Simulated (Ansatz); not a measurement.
# GaHSi: the cost of one run

Method: def2-QZVPP, all electrons in the functionals, frozen cores in the correlation of double hybrids and RPA; program: Ansatz 0.2.0, Gaussian basis.

The runs, in order: PBE, BLYP, r2SCAN, B97M-V, PBE0, B3LYP, wB97M-V, B2PLYP, at charge 0, singlet; charge 0, triplet; charge 1, doublet.

6 further runs of the same task are left out: 6 set aside as unsound or not needed.

## (1) The system

The geometry is a PBE0/def2-TZVP stationary point (not a proven minimum). No spin-orbit coupling is included. The filled d shell of Ga may be among the frozen orbitals whatever the setting's name suggests; the logs give the count.

3 atoms, charge 0, spin multiplicity 1.

Atoms are counted from 1 here; the program's logs count them from 0.

Bond lengths: Si1–Ga2 2.311 Å, Ga2–H3 1.572 Å. Angles: Si1–Ga2–H3 180.0°.

No dispersion term is added; B97M-V, wB97M-V hold VV10 nonlocal correlation. B3LYP takes the VWN-RPA correlation.

The geometry shown and the zero of energy belong to the point charge 0, singlet. The yardstick, RCCSD(T), and other wave-function levels (R restricted, U unrestricted, valence and pair active spaces) come from earlier runs.

## (2) PBE, charge 0, singlet

File in.yaml:

```yaml
crystal:
  periodic: [false, false, false]
  atoms:
    - {symbol: Si, position_ang: [0.000000, 0.000000, 2.064600]}
    - {symbol: Ga, position_ang: [0.000000, 0.000000, -0.246500]}
    - {symbol: H, position_ang: [0.000000, 0.000000, -1.818100]}
basis:
  gaussian: {orbitals: "def2-QZVPP.json"}
magnetization: {spin_polarized: true, initial_magnetization: 0}
hamiltonian: {xc: {name: PBE}}
output: {orbitals: {seedname: orbitals}}
```

Launch:

```console
ansatz run in.yaml --threads 1 --pin off --events-out ev --progress --plain --max-ram 2393MiB
```

**Question.** How long does this run take on 1 thread of Arm Neoverse V2, shared host, and how much memory does it need?

About 39 s, with a peak of 0.47 GiB.
